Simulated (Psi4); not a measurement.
# PBE/cc-pVTZ (sweep point 2) run of GeH2S (SMILES [SH][GeH])

What is the vertical singlet–triplet gap of GeH2S at PBE/cc-pVTZ (sweep point 2)? 

The calculation is run with Psi4 1.11.

## Step 1: Starting point

The species is GeH2S (4 atoms), meant as a singlet with charge 0. As SMILES, `[SH][GeH]`. The shape is that of a PBE0-D4/def2-TZVP optimisation.

Bond lengths: S1–Ge2 2.225 Å, S1–H3 1.342 Å, Ge2–H4 1.595 Å. Angles: S1–Ge2–H4 93.7°, Ge2–S1–H3 100.2°.

## Step 2: A single-point energy at PBE/cc-pVTZ (sweep point 2)

The input, job.inp:

```
memory 1600 MB

molecule {
  0 1
  S     -0.83771559    -2.27107286     0.51343859
  Ge    -1.59058248     1.39442891    -1.40520035
  H      1.47247460    -1.81810550     1.45735679
  H      1.06051430     2.58117691    -0.60357852
  units bohr
  symmetry c1
}

set basis cc-pVTZ
set puream true
set scf_type pk
set dft_radial_points 99
set dft_spherical_points 590

e = energy('pbe')
```

On the command line:

```
$ psi4 -i job.inp -o job.out -n 1
```

job.out:

```text
[...]
  Running in c1 symmetry.
[...]
  Nuclear repulsion =  147.947927365054511
[...]
  Multiplicity = 1
[...]
  Nalpha       = 25
  Nbeta        = 25
[...]
    Number of basis functions: 105
[...]
   @RKS iter   1: -2474.49501881889591   -1.79623e+00   2.13595e-02 DIIS/ADIIS
[...]
   @RKS iter  11: -2475.96583121704589   -1.11163e-08   1.08181e-07 DIIS
[...]
    Orbital Energies [Eh]
    ---------------------
    Doubly Occupied:
       1A   -397.084665     2A    -88.093079     3A    -49.191331
       4A    -43.806461     5A    -43.804209     6A    -43.802692
       7A     -7.691897     8A     -5.983908     9A     -5.713909
      10A     -5.709444    11A     -5.708584    12A     -4.204501
      13A     -4.197367    14A     -4.192084    15A     -1.109257
      16A     -1.107582    17A     -1.103432    18A     -1.099892
      19A     -1.098086    20A     -0.671846    21A     -0.461271
      22A     -0.374858    23A     -0.273025    24A     -0.256474
      25A     -0.223084
[...]
  @RKS Final Energy: -2475.96583121704589
   => Energetics <=
    Nuclear Repulsion Energy =            147.9479273650545110
    One-Electron Energy =               -3740.3526719460992354
    Two-Electron Energy =                1221.3270211110459513
    DFT Exchange-Correlation Energy =    -104.8881077470466749
    Empirical Dispersion Energy =           0.0000000000000000
    VV10 Nonlocal Energy =                  0.0000000000000000
    Total Energy =                      -2475.9658312170458885
[...]
 Multipole Moments:
 ------------------------------------------------------------------------------------
     Multipole            Electronic (a.u.)      Nuclear  (a.u.)        Total (a.u.)
 ------------------------------------------------------------------------------------
 L = 1.  Multiply by 2.5417464519 to convert [e a0] to [Debye]
 Dipole X            :         -3.6697245            3.9383739            0.2686494
 Dipole Y            :          5.6245299           -5.4256735            0.1988564
 Dipole Z            :         -4.1798550            4.2278567            0.0480017
 Magnitude           :                                                    0.3376693
[...]
```

It took 47 s on 1 thread of Intel Xeon Platinum 8375C at 2.90GHz (Ice Lake), shared host; peak memory 1.5 GiB.

## Step 3: The triplet

The input, input.inp:

```
memory 1600 mb

molecule {
  0 3
  S     -0.83771559    -2.27107286     0.51343859
  Ge    -1.59058248     1.39442891    -1.40520035
  H      1.47247460    -1.81810550     1.45735679
  H      1.06051430     2.58117691    -0.60357852
  units au
  symmetry c1
}

set basis cc-pVTZ
set reference uks
set puream true
set scf_type pk
set dft_radial_points 99
set dft_spherical_points 590
set maxiter 150

energy('pbe')
print_variables()
```

On the command line:

```
$ psi4 -n 1 input.inp input.out
```

input.out:

```text
[...]
  Running in c1 symmetry.
[...]
  Nuclear repulsion =  147.947927365054511
[...]
  Multiplicity = 3
[...]
  Nalpha       = 26
  Nbeta        = 24
[...]
    Number of basis functions: 105
[...]
   @UKS iter   1: -2474.30276747693233   -1.60398e+00   2.14560e-02 DIIS/ADIIS
[...]
   @UKS iter  14: -2475.88223430915559   -4.11037e-08   5.62632e-07 DIIS
[...]
   @S^2 Observed:                2.002608313E+00
[...]
    Orbital Energies [Eh]
    ---------------------
    Alpha Occupied:
       1A   -397.099756     2A    -88.087031     3A    -49.205642
       4A    -43.819722     5A    -43.818824     6A    -43.818708
       7A     -7.686179     8A     -6.000121     9A     -5.709625
      10A     -5.704899    11A     -5.700567    12A     -4.216613
      13A     -4.213947    14A     -4.212732    15A     -1.123941
      16A     -1.122524    17A     -1.120867    18A     -1.119216
      19A     -1.118595    20A     -0.673984    21A     -0.484812
      22A     -0.383310    23A     -0.283474    24A     -0.271950
      25A     -0.254120    26A     -0.145882
    Alpha Virtual:
[...]
  @UKS Final Energy: -2475.88223430915559
   => Energetics <=
    Nuclear Repulsion Energy =            147.9479273650545110
    One-Electron Energy =               -3739.8720880880619006
    Two-Electron Energy =                1220.9272733677046290
    DFT Exchange-Correlation Energy =    -104.8853469538528742
    Empirical Dispersion Energy =           0.0000000000000000
    VV10 Nonlocal Energy =                  0.0000000000000000
    Total Energy =                      -2475.8822343091555922
[...]
 Multipole Moments:
 ------------------------------------------------------------------------------------
     Multipole            Electronic (a.u.)      Nuclear  (a.u.)        Total (a.u.)
 ------------------------------------------------------------------------------------
 L = 1.  Multiply by 2.5417464519 to convert [e a0] to [Debye]
 Dipole X            :         -3.7718231            3.9383739            0.1665508
 Dipole Y            :          5.7992689           -5.4256735            0.3735953
 Dipole Z            :         -4.3038380            4.2278567           -0.0759813
 Magnitude           :                                                    0.4160358
[...]
```

Wall time 56 s (1 thread of Intel Xeon Platinum 8375C at 2.90GHz (Ice Lake), shared host); peak memory 1.5 GiB.

## Step 4: Summary of results

Level: PBE/cc-pVTZ (sweep point 2).

```
                                        quantity           value
                           singlet: total energy  -2475.96583 Eh
                          singlet: dipole moment          0.86 D
                            singlet: HOMO energy        -6.07 eV
                            singlet: LUMO energy        -3.37 eV
                          singlet: HOMO–LUMO gap         2.70 eV
                           triplet: total energy  -2475.88223 Eh
                          triplet: dipole moment          1.06 D
     triplet: HOMO energy (highest over α and β)        -3.97 eV
                                   triplet: ⟨S²⟩           2.003
vertical energy of the triplet above the singlet        2.275 eV
```

What this shows: At this shape the triplet lies 2.27 eV (219 kJ/mol) above the singlet.
